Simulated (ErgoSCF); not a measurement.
# One shape, several levels: GeH4 (SMILES [H][Ge]([H])([H])[H])

Wanted: a comparison of 5 runs (HF/STO-3G, HF/3-21G, HF/def2-SVP, PBE0/def2-SVP, PBE/pcseg-2) of GeH4. 

The calculation is run with ErgoSCF 3.8.

## (1) The system as given

GeH4 has 5 atoms, charge 0, and is taken as a singlet. SMILES: `[H][Ge]([H])([H])[H]`. Geometry: a GFN2-xTB relaxation, a rough one for these elements and not checked as a minimum.

Bond lengths: Ge1–H2 1.482 Å, Ge1–H3 1.483 Å, Ge1–H4 1.482 Å, Ge1–H5 1.483 Å. Angles: H2–Ge1–H3 109.4°, H2–Ge1–H4 109.5°, H2–Ge1–H5 109.5°, H3–Ge1–H4 109.6°, H3–Ge1–H5 109.5°, H4–Ge1–H5 109.4°.

## (2) A single-point energy at HF/STO-3G (run 1)

run.inp

```
set_nthreads(1)
basis = "STO-3G"
scf.output_mulliken_pop = 1
scf.use_diagonalization = 1
charge = 0
tmpdir = "."
scf.max_number_of_iterations = 120
molecule_inline Angstrom
Ge     0.000120     0.000440    -0.000220
H      0.011480    -0.018150     1.481920
H      1.394900     0.010030    -0.503500
H     -0.707610     1.213950    -0.473620
H     -0.698890    -1.206270    -0.504580
EOF
run "HF"
```

The basis set STO-3G is read from a file made from the Basis Set Exchange's data (not shown).

Launch:

```
ergo run.inp
```

Output:

```text
INMA ERGO version 3.8
INMA reading input from file run.inp
INMA  basis := STO-3G
INMA Basis really set to STO-3G
INMA  output_mulliken_pop := 1
INMA  use_diagonalization := 1
INMA  charge := 0
INMA  max_number_of_iterations := 120
INMA Ge (charge=32.0) 0.000227 0.000831 -0.000416
INMA H (charge=1.0) 0.021694 -0.034299 2.800423
INMA H (charge=1.0) 2.635979 0.018954 -0.951477
INMA H (charge=1.0) -1.337189 2.294033 -0.895012
INMA H (charge=1.0) -1.320711 -2.279520 -0.953518
INMA running HF
INMA Running HF
INSC SCF_general constructor, number of basis functions: 22
INSC Min internuclear distance:      2.80114 a.u.  =      1.48230 Angstrom
INSC Max internuclear distance:      4.57878 a.u.  =      2.42299 Angstrom
INSC Euclidean norm of overlap matrix =          1.97912335832  (acc 1.49e-08)
INSC Euclidean norm of invCholFactor after truncation =          1.97251473424
INSC Beginning of SCF cycle 1
INSC nuclearEnergy, energy_2el, energy = 46.996951, 676.641006, -1956.719513
INSC Energy   1 =      -1956.71951252303
INSC maxabs FDS-SDF is      200
INDE E_HOMO =         -1.02104984320
INDE E_LUMO =          0.02408449311
INSC Beginning of SCF cycle 2
INSC nuclearEnergy, energy_2el, energy = 46.996951, 894.124539, -2053.178486
INSC Energy   2 =      -2053.17848647102
INSC maxabs FDS-SDF is    0.311
INSC using DIIS to get combined Fock matrix, number of iters used for DIIS:  2
INDE E_HOMO =         -0.07698375437
INDE E_LUMO =          0.60599994804
INSC Beginning of SCF cycle 3
INSC nuclearEnergy, energy_2el, energy = 46.996951, 875.432328, -2054.081492
INSC Energy   3 =      -2054.08149208869  ( diff     -0.903005617670260 )
INSC maxabs FDS-SDF is   0.0267
INSC using DIIS to get combined Fock matrix, number of iters used for DIIS:  3
INDE E_HOMO =         -0.42394913695
INDE E_LUMO =          0.53818031456
INSC Beginning of SCF cycle 4
INSC nuclearEnergy, energy_2el, energy = 46.996951, 875.408927, -2054.085614
INSC Energy   4 =      -2054.08561444530  ( diff     -0.004122356610424 )
INSC maxabs FDS-SDF is  0.00546
INSC using DIIS to get combined Fock matrix, number of iters used for DIIS:  4
INDE E_HOMO =         -0.42287193412
INDE E_LUMO =          0.53665689974
INSC Beginning of SCF cycle 5
INSC nuclearEnergy, energy_2el, energy = 46.996951, 875.506316, -2054.085862
INSC Energy   5 =      -2054.08586151113  ( diff     -0.000247065830536 )
INSC maxabs FDS-SDF is  0.00109
INSC using DIIS to get combined Fock matrix, number of iters used for DIIS:  5
INDE E_HOMO =         -0.42239487244
INDE E_LUMO =          0.53692243341
INSC Beginning of SCF cycle 6
INSC nuclearEnergy, energy_2el, energy = 46.996951, 875.536369, -2054.085871
INSC Energy   6 =      -2054.08587130906  ( diff     -0.000009797929124 )
INSC maxabs FDS-SDF is  3.2e-05
INSC using DIIS to get combined Fock matrix, number of iters used for DIIS:  6
INDE E_HOMO =         -0.42239178405
INDE E_LUMO =          0.53691384089
INSC Beginning of SCF cycle 7
INSC nuclearEnergy, energy_2el, energy = 46.996951, 875.536985, -2054.085871
INSC Energy   7 =      -2054.08587131698  ( diff     -0.000000007923973 )
INSC maxabs FDS-SDF is 5.51e-06
INSC using DIIS to get combined Fock matrix, number of iters used for DIIS:  7
INDE E_HOMO =         -0.42239285308
INDE E_LUMO =          0.53691461695
INSC Beginning of SCF cycle 8
INSC nuclearEnergy, energy_2el, energy = 46.996951, 875.537030, -2054.085871
INSC Energy   8 =      -2054.08587131716  ( diff     -0.000000000171894 )
INSC maxabs FDS-SDF is 2.67e-08
RESC CONVERGED after   8 iterations.
RESC FINAL ENERGY:      -2054.08587131716
TISC Main SCF loop took      0.61 usr cpu s       0.02 sys cpu s       0.62 wall s
INSC SCF: dipole_moment_x [atomic units] =       0.00031975
INSC SCF: dipole_moment_y [atomic units] =       0.00083760
INSC SCF: dipole_moment_z [atomic units] =      -0.00065904
INSC Sum of Mulliken charges (electrons):      36.0000000
INSC Mulliken charge of atom 0 =       0.5061263
INSC Mulliken charge of atom 1 =      -0.1266173
INSC Mulliken charge of atom 2 =      -0.1264697
INSC Mulliken charge of atom 3 =      -0.1265004
INSC Mulliken charge of atom 4 =      -0.1265389
INSC Sum of Mulliken atomic charges:      -0.0000000
```

Run time: 1 s. Hardware: 1 thread of Arm Neoverse V2, shared host; peak memory 0.26 GiB.

## (3) A single-point energy at HF/3-21G (run 2)

ergo.in

```
set_nthreads(1)
molecule_inline
Ge   0.00022677   0.00083148  -0.00041574
H    0.02169406  -0.03429853   2.80042294
H    2.63597897   0.01895395  -0.95147710
H   -1.33718910   2.29403303  -0.89501209
H   -1.32071069  -2.27951993  -0.95351801
EOF
scf.output_mulliken_pop = 1
basis = "3-21G"
scf.max_number_of_iterations = 120
tmpdir = "."
scf.use_diagonalization = 1
run "HF"
```

The basis set 3-21G is read from a file made from the Basis Set Exchange's data (not shown).

Launch:

```
ergo ergo.in
```

Output:

```text
[...]
INSC SCF_general constructor, number of basis functions: 30
[...]
INSC Energy   1 =      -1562.03733395975
[...]
INDE E_LUMO =          0.18668011263
[...]
INSC Energy  10 =      -2067.61554494059  ( diff     -0.000000000002728 )
[...]
RESC CONVERGED after  10 iterations.
RESC FINAL ENERGY:      -2067.61554494059
[...]
INSC SCF: dipole_moment_x [atomic units] =       0.00027978
INSC SCF: dipole_moment_y [atomic units] =       0.00126051
INSC SCF: dipole_moment_z [atomic units] =      -0.00046054
[...]
```

It took 1.3 s on 1 thread of Arm Neoverse V2, shared host; peak memory 0.26 GiB.

## (4) A single-point energy at HF/def2-SVP (run 3)

job.ego

```
set_nthreads(1)
molecule_inline Angstrom
Ge       0.000120       0.000440      -0.000220
H        0.011480      -0.018150       1.481920
H        1.394900       0.010030      -0.503500
H       -0.707610       1.213950      -0.473620
H       -0.698890      -1.206270      -0.504580
EOF
scf.max_number_of_iterations = 120
scf.use_diagonalization = 1
basis = "def2-SVP"
scf.output_mulliken_pop = 1
tmpdir = "."
run "HF"
```

The basis set def2-SVP is read from a file made from the Basis Set Exchange's data (not shown).

Launch:

```
ergo < job.ego
```

Output:

```text
[...]
INSC SCF_general constructor, number of basis functions: 52
[...]
INSC Energy   1 =      -1069.41004285253
[...]
INDE E_LUMO =          0.17565896873
[...]
INSC Energy  15 =      -2077.40989503926  ( diff     -0.000000000014552 )
[...]
RESC CONVERGED after  15 iterations.
RESC FINAL ENERGY:      -2077.40989503926
[...]
INSC SCF: dipole_moment_x [atomic units] =       0.00024494
INSC SCF: dipole_moment_y [atomic units] =       0.00111339
INSC SCF: dipole_moment_z [atomic units] =      -0.00040117
[...]
```

Wall time 7.8 s (1 thread of Arm Neoverse V2, shared host); peak memory 0.26 GiB.

Run 4 isn't shown in full; the table further down has it.

## (5) A single-point energy at PBE/pcseg-2 (run 5)

job.ego

```
# GeH4
set_nthreads(1)
molecule_inline
Ge 0.00022677 0.00083148 -0.00041574
H  0.02169406 -0.03429853 2.80042294
H  2.63597897 0.01895395 -0.95147710
H  -1.33718910 2.29403303 -0.89501209
H  -1.32071069 -2.27951993 -0.95351801
EOF
tmpdir = "."
XC.angint = 41
scf.max_number_of_iterations = 120
scf.use_diagonalization = 1
basis = "pcseg-2"
XC.radint = 1e-11
scf.output_mulliken_pop = 1
XC.sparse_mode = 0
run "PBE"
```

The basis set pcseg-2 is read from a file made from the Basis Set Exchange's data (not shown).

Launch:

```
ergo job.ego
```

Output:

```text
[...]
INDF Weighted mixed functional:
[...]
INSC Energy   1 =       -657.86573028129
[...]
INDE E_LUMO =          0.00176733613
[...]
INSC Energy  15 =      -2079.10131791701  ( diff     -0.000000000001819 )
[...]
RESC CONVERGED after  15 iterations.
RESC FINAL ENERGY:      -2079.10131791701
[...]
INSC SCF: dipole_moment_x [atomic units] =       0.00015942
INSC SCF: dipole_moment_y [atomic units] =       0.00079862
INSC SCF: dipole_moment_z [atomic units] =      -0.00024472
[...]
```

It took 41 s on 1 thread of Arm Neoverse V2, shared host; peak memory 0.27 GiB.

## (6) The series

| run | level | integration grid | radint | energy (Eh) | dipole moment (D) | wall time |
| --- | --- | --- | --- | --- | --- | --- |
| 1 | HF/STO-3G | – | – | -2054.085871 | 0.00 | 1 s |
| 2 | HF/3-21G | – | – | -2067.615545 | 0.00 | 1.3 s |
| 3 | HF/def2-SVP | – | – | -2077.409895 | 0.00 | 7.8 s |
| 4 | PBE0/def2-SVP | Turbo | 1e-11 | -2078.851217 | 0.00 | 9.9 s |
| 5 | PBE/pcseg-2 | Turbo | 1e-11 | -2079.101318 | 0.00 | 41 s |

## (7) Outcome

```
            quantity           value
 run 5: total energy  -2079.10132 Eh
run 5: dipole moment          0.00 D
```

What this shows: Totals of different functionals can't be ranked against each other. In run 1 the basis is minimal, so the values are rough. All runs together took 61 s, the longest 41 s.
